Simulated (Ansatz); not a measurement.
# AlH5N2O: the cost of one run

All numbers below are computed with Ansatz 0.2.0 (RKS PBE0-D4/STO-3G).

## 1. Starting point

Bond lengths: Al1–N2 1.920 Å, N2–H3 1.060 Å, N2–H4 1.060 Å, Al1–O5 1.780 Å, O5–H6 1.010 Å, Al1–N7 1.920 Å, N7–H8 1.060 Å, N7–H9 1.060 Å. Angles: Al1–N2–H3 120.0°, Al1–N2–H4 120.0°, H3–N2–H4 120.0°, N2–Al1–O5 120.0°, N2–Al1–N7 120.0°, O5–Al1–N7 120.0°, Al1–O5–H6 109.5°, Al1–N7–H8 120.0°, Al1–N7–H9 120.0°, H8–N7–H9 120.0°.

Coordinates:

```xyz
9

Al    0.0000    0.0000    0.0000
N     0.0000    0.0000    1.9200
H    -0.8770   -0.2713    2.4500
H     0.8770    0.2713    2.4500
O     1.5415    0.0000   -0.8900
H     1.8414   -0.9519   -1.0449
N    -1.6627    0.0000   -0.9600
H    -2.3316   -0.8164   -0.8614
H    -1.9118    0.8164   -1.5886
```

## 2. Preparing the start

input.yaml

```yaml
crystal:
  periodic: [false, false, false]
  atoms:
    - { symbol: Al, position_ang: [0.0, 0.0, 0.0] }
    - { symbol: "N", position_ang: [0.0, 0.0, 1.92] }
    - { symbol: H, position_ang: [-0.877, -0.2713, 2.45] }
    - { symbol: H, position_ang: [0.877, 0.2713, 2.45] }
    - { symbol: O, position_ang: [1.5415, 0.0, -0.89] }
    - { symbol: H, position_ang: [1.8414, -0.9519, -1.0449] }
    - { symbol: "N", position_ang: [-1.6627, 0.0, -0.96] }
    - { symbol: H, position_ang: [-2.3316, -0.8164, -0.8614] }
    - { symbol: H, position_ang: [-1.9118, 0.8164, -1.5886] }
basis:
  gaussian: { orbitals: STO-3G }
hamiltonian:
  xc: pbe0
  dispersion: d4
relax:
  f_tol: 0.02
  max_steps: 40
```

The run is started by

```sh
> ansatz run input.yaml --threads 1 --pin off --max-ram 2048MiB --backend cpu --events-out ev --progress --plain --runs-dir out
```

Q: Estimate wall time and peak memory on 1 thread of Intel Xeon at 2.50GHz (Skylake/Cascade Lake), shared host.

About 42 s, with a peak of 0.13 GiB.
